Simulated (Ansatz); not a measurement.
## NaY in Ansatz: the effect of functional

The system is NaY.

```
CELL_PARAMETERS angstrom
4.01188 0.00000 0.00000
0.00000 4.01188 0.00000
0.00000 0.00000 4.01188
ATOMIC_POSITIONS crystal
Na 0.00000 0.00000 0.00000
Y 0.50000 0.50000 0.50000
```

The cell was built by a generator and needn't be a form met in nature.

Alike in all runs:

| Property | Result |
| --- | --- |
| Program | Ansatz 0.2.0 |
| Task | band structure |
| Potentials or basis | Ansatz PAW |
| k mesh | 7 × 7 × 7 |
| Occupations | fermi-dirac, width 0.05 eV |
| Spin | no spin polarisation |

| functional | cutoff | pressure (GPa) |
| --- | --- | --- |
| LDA | 420 eV (not typed: the program's choice for these potentials) | ? |
| PBE | 420 eV (not typed: the program's choice for these potentials) | 0.0 |
| PBEsol | 420 eV (not typed: the program's choice for these potentials) | -0.9 |
| RPBE | 420 eV (not typed: the program's choice for these potentials) | 1.2 |
| revPBE | 420 eV (not typed: the program's choice for these potentials) | 0.9 |
| BLYP | 420 eV (not typed: the program's choice for these potentials) | 0.5 |
| r2SCAN | 500 eV (not typed: the program's choice for these potentials) | 0.3 |

What does the run with functional LDA give?

Pressure -2.2 GPa.

Caveats: the PAW data sets come from PBE, with cores solved anew for the run's functional, which leaves a small shift of forces and pressure (some runs).
